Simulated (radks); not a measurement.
# Cu in [Ar] 3d10 4s1: an all-electron calculation

One table from this session's results is given with a row withheld; the runs are named, their logs left out.

Program: radks (a radial shooting solver on a logarithmic mesh, Libxc functionals) version 1. Level of theory: scalar-relativistic Kohn-Sham, MS2 meta-GGA, spin-polarised, spherical densities, finite nucleus; open shells are filled with parallel spins first. These are calculated values, not measurements, unless marked.

## The atom as given

| Item | Value |
| --- | --- |
| element | copper (Z = 29) |
| charge | 0 |
| electrons | 29 |
| configuration | [Ar] 3d10 4s1 |
| nuclear rms radius | 3.8823 fm |

Outer shells as boxes (Hund's rule):

Cu
```
[Ar] core
3d [↑↓][↑↓][↑↓][↑↓][↑↓]
4s [↑ ]
```

The first run:

Settings of this run:

```text
Z 29
configuration [Ar] 3d10 4s1
relativity scalar-relativistic
functional ms2,regtpss
spin polarised
nucleus finite rms 3.8823 fm
c 137.035999084
```

One of the session's tables, all rows but one given; the rest of the session is left out.

It belongs to the step «Radial structure». From the orbitals of this run (lengths in bohr):

| level | <r> | outermost maximum (interpolated) | 90 % within | nodes |
| --- | --- | --- | --- | --- |
| 1s up | 0.05209 | 0.0341 | 0.0930 | 0 |
| 1s down | 0.05209 | 0.0341 | 0.0930 | 0 |
| 2s down | 0.2345 | 0.196 | 0.363 | 1 |
| 2s up | 0.2345 | 0.196 | 0.363 | 1 |
| 2p down | 0.2064 | 0.158 | 0.337 | 0 |
| 2p up | 0.2064 | 0.158 | 0.337 | 0 |
| 3s down | ? | ? | ? | ? |
| 3s up | 0.7098 | 0.613 | 1.06 | 2 |
| 3p down | 0.7480 | 0.621 | 1.15 | 1 |
| 3p up | 0.7488 | 0.621 | 1.16 | 1 |
| 4s up | 2.893 | 2.27 | 4.49 | 3 |
| 3d up | 1.066 | 0.606 | 1.96 | 0 |
| 3d down | 1.030 | 0.605 | 1.86 | 0 |
| 4s down | 2.942 | 2.26 | 4.61 | 3 |

Q: Estimate the row for 3s down from the others.

**Answer.** <r>: 0.7097; outermost maximum (interpolated): 0.614; 90 % within: 1.06; nodes: 2. In the column «<r>» it lies between 2s up (0.2345) and 3s up (0.7098).
